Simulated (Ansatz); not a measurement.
**C2H7InO: one species, many methods**

Aim: compute C2H7InO with functionals from several rungs and with coupled cluster. The yardstick is the atomisation energy at the CCSD(T) limit.

The runs use Ansatz 0.2.0, Gaussian basis; functionals in def2-TZVPP, the program's frozen cores in correlated methods.

Levels to be run: LDA (SPW92), PBE-D4, revPBE-D4, BLYP-D4, r2SCAN-D4, B97M-V, PBE0-D4, B3LYP-D4, r2SCANh-D4, r2SCAN0-D4, HSE06-D4, BHLYP-D4, CAM-B3LYP-D4, LC-ωPBE, ωB97X-V, ωB97M-V, B2PLYP, PBE-QIDH; CCSD(T)/def2-SVP; CCSD(T)/def2-TZVPP; MP2/def2-QZVPP; extrapolation to the limit; RPA on PBE.

## Step 1: The relaxed structure

The geometry comes from an earlier relaxation with PBE0-D4 in a triple-zeta def2 set; it is a stationary point, not always the lowest conformer. In takes the def2 core potential; no spin-orbit term is included.

SMILES `[CH3][In]([CH3])[OH]`, 11 atoms, charge 0, spin multiplicity 1.

Atoms are counted from 1 here; the program's logs count them from 0.

Bond lengths: C1–In2 2.148 Å, C1–H5 1.090 Å, C1–H6 1.090 Å, C1–H7 1.092 Å, In2–C3 2.138 Å, In2–O4 2.007 Å, C3–H8 1.090 Å, C3–H9 1.091 Å, C3–H10 1.091 Å, O4–H11 0.959 Å. Angles: In2–C1–H5 110.1°, In2–C1–H6 111.1°, In2–C1–H7 109.5°, H5–C1–H6 109.3°, H5–C1–H7 108.6°, H6–C1–H7 108.3°, C1–In2–C3 136.7°, C1–In2–O4 114.2°, C3–In2–O4 109.1°, In2–C3–H8 108.7°, In2–C3–H9 110.5°, In2–C3–H10 110.8°, H8–C3–H9 109.2°, H8–C3–H10 109.5°, H9–C3–H10 108.2°, In2–O4–H11 114.0°.

Coordinates:

```
C    -1.2379    1.1746   -1.0403
In    0.0144   -0.2562   -0.0410
C     1.5318   -0.2112    1.4639
O    -0.2796   -2.1549   -0.6202
H    -1.5512    0.7853   -2.0095
H    -0.7153    2.1207   -1.1842
H    -2.1284    1.3632   -0.4371
H     1.9294   -1.2180    1.5888
H     1.1174    0.1317    2.4134
H     2.3391    0.4657    1.1807
H    -0.9545   -2.2578   -1.2939
```

## Step 2: LDA

This LDA is Slater exchange with PW92 correlation.

in.yaml

```yaml
crystal:
  periodic: [false, false, false]
  atoms:
    - {symbol: C, position_ang: [-1.237944, 1.174553, -1.040315]}
    - {symbol: In, position_ang: [0.014449, -0.256185, -0.040987]}
    - {symbol: C, position_ang: [1.531849, -0.211218, 1.463859]}
    - {symbol: O, position_ang: [-0.279563, -2.154901, -0.620169]}
    - {symbol: H, position_ang: [-1.551179, 0.785337, -2.009492]}
    - {symbol: H, position_ang: [-0.715259, 2.120693, -1.184201]}
    - {symbol: H, position_ang: [-2.128403, 1.363162, -0.437097]}
    - {symbol: H, position_ang: [1.929422, -1.218029, 1.588768]}
    - {symbol: H, position_ang: [1.117392, 0.131695, 2.413398]}
    - {symbol: H, position_ang: [2.339135, 0.465657, 1.180671]}
    - {symbol: H, position_ang: [-0.954500, -2.257764, -1.293936]}
basis:
  gaussian: {orbitals: def2-TZVPP}
hamiltonian: {xc: lda}
output: {orbitals: {seedname: orbitals}}
```

Further steps of the session: PBE-D4 (GGA); revPBE-D4 (GGA); BLYP-D4 (GGA); r2SCAN-D4 (meta-GGA); B97M-V (meta-GGA); PBE0-D4 (hybrid); B3LYP-D4 (hybrid); r2SCANh-D4 (hybrid); r2SCAN0-D4 (hybrid); HSE06-D4 (hybrid); BHLYP-D4 (hybrid); CAM-B3LYP-D4 (range-separated); LC-ωPBE-D4 (range-separated); ωB97X-V (range-separated); ωB97M-V (range-separated); B2PLYP (double hybrid); PBE-QIDH (double hybrid); CCSD(T) in def2-SVP; CCSD(T) in def2-TZVPP; MP2 in def2-QZVPP; RPA on PBE orbitals.

**Question.** What will the summary of the whole plan be? Wanted: atomisation energy, CCSD(T)/CBS; farthest beyond LDA; mean size of error, GGA; mean size of error, meta-GGA; mean size of error, hybrid; mean size of error, range-separated; mean size of error, double hybrid; gap, smallest and largest; T1 diagnostic.

The runs gave:

| quantity | value |
| --- | --- |
| atomisation energy, CCSD(T)/CBS | 3805.9 kJ/mol |
| functionals within 38.1 kJ/mol (1.0 %) | PBE-D4, r2SCAN-D4, B97M-V, HSE06-D4, CAM-B3LYP-D4, LC-ωPBE, ωB97X-V, ωB97M-V |
| farthest beyond LDA | BHLYP-D4 (-143.1 kJ/mol) |
| mean size of error, GGA | 49.7 kJ/mol |
| mean size of error, meta-GGA | 25.1 kJ/mol |
| mean size of error, hybrid | 63.2 kJ/mol |
| mean size of error, range-separated | 19.6 kJ/mol |
| mean size of error, double hybrid | 60.0 kJ/mol |
| gap, smallest and largest | 4.67 eV (BLYP-D4), 11.26 eV (LC-ωPBE) |
| T1 diagnostic | 0.0139 |
| triples share of the correlation energy | 3.5 % |

In words: The LDA atomisation energy is off by 489.9 kJ/mol (13 %): it overbinds. PBE-D4 is off by +20.7 kJ/mol. Double hybrids carry the basis error of their MP2 part in triple zeta, and no dispersion term here, so their miss is partly the set-up's. The rungs range-separated, meta-GGA miss on average by less than the doubt on the reference (38.1 kJ/mol), so they tie. The reference freezes the cores and leaves out spin-orbit coupling and excitations past (T), and its outer-core shells are covered unevenly, so misses under about 38.1 kJ/mol can't be ranked. All levels share the lack of spin-orbit coupling, which lowers the free heavy atoms and so the true binding. Hartree-Fock recovers 72 % of the binding; the rest is correlation. CCSD(T) in def2-SVP is off by -235.7 kJ/mol, so the small basis spoils what the method gains. The gap grows from 4.7 to 11.3 eV across the functionals, mostly with the share of exact exchange. Correlated methods include outer-core shells of In, which these sets cover unevenly.
